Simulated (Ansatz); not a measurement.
# AlAs (triplet): from Hartree-Fock to the top rungs, aug-cc-pVTZ

The task here is to estimate one member of a computed series from the others.

Computed with Ansatz 0.2.0, Gaussian basis. Level: aug-cc-pVTZ, core rule «outside noble gas», up to 19 orbitals frozen.

To be run: UHF; CCSD(T) on ROHF; CCSD(T) on UHF; BCCD(T) on ROHF; CCSDT(Q) on ROHF; CCSDT(Q) on UHF.

12 further runs of the same task are left out: 7 for a known fault of the program, 5 set aside as unsound or not needed. Runs told in other sessions of the task aren't counted.

### What is computed

The geometry is a PBE0/def2-TZVPD stationary point (not a proven minimum) of the parent state, kept for this charge and spin. No spin-orbit coupling is included. The filled d shell of As may be among the frozen orbitals whatever the setting's name suggests.

2 atoms, charge 0, spin multiplicity 3.

Atoms are counted from 1 here; the program's logs count them from 0.

Bond lengths: Al1–As2 2.421 Å.

The first run:

File in.yaml:

```yaml
crystal:
  periodic: [false, false, false]
  atoms:
    - {symbol: Al, position_ang: [0.000000, 0.000000, 0.000000]}
    - {symbol: As, position_ang: [0.000000, 0.000000, 2.421000]}
basis:
  gaussian: {orbitals: aug-cc-pVTZ}
magnetization: {spin_polarized: true, initial_magnetization: 2}
hamiltonian: {xc: hf}
output: {orbitals: {seedname: orbitals}}
```

The run is started by

```console
> ansatz run in.yaml --threads 1 --pin off --events-out ev --progress --plain --max-ram 4096MiB --backend cpu
```

Steps of the session up to this table: UHF; CCSD(T) on ROHF; CCSD(T) on UHF; BCCD(T) on ROHF; CCSDT(Q) on ROHF; CCSDT(Q) on UHF.

One table of the session follows, with a row left open; its other results are not shown here.

It belongs to the step «Misses and costs». 

| method | from UCCSDT(Q) (kJ/mol) |
| --- | --- |
| ROHF | +476.2 |
| UHF | +460.9 |
| RMP2 | +98.0 |
| UMP2 | +100.6 |
| RCCSD | +24.8 |
| UCCSD | +23.6 |
| RCCSD(T) | +4.9 |
| UCCSD(T) | +4.3 |
| BCCD(T) | +4.9 |
| RCCSDT | +1.8 |
| UCCSDT | +1.0 |
| RCCSDT(Q) | ? |
| UCCSDT(Q) | 0 |

**Question.** Estimate the row for RCCSDT(Q).

The run gave: from UCCSDT(Q) (kJ/mol): +0.8. In the column «from UCCSDT(Q) (kJ/mol)» it lies between UCCSDT(Q) (0) and UCCSDT (+1.0).

Caveats from the session: Restricted and unrestricted rows rest on different reference determinants; a gap between their highest levels can come from leftover correlation error, from unlike frozen cores or from another state.
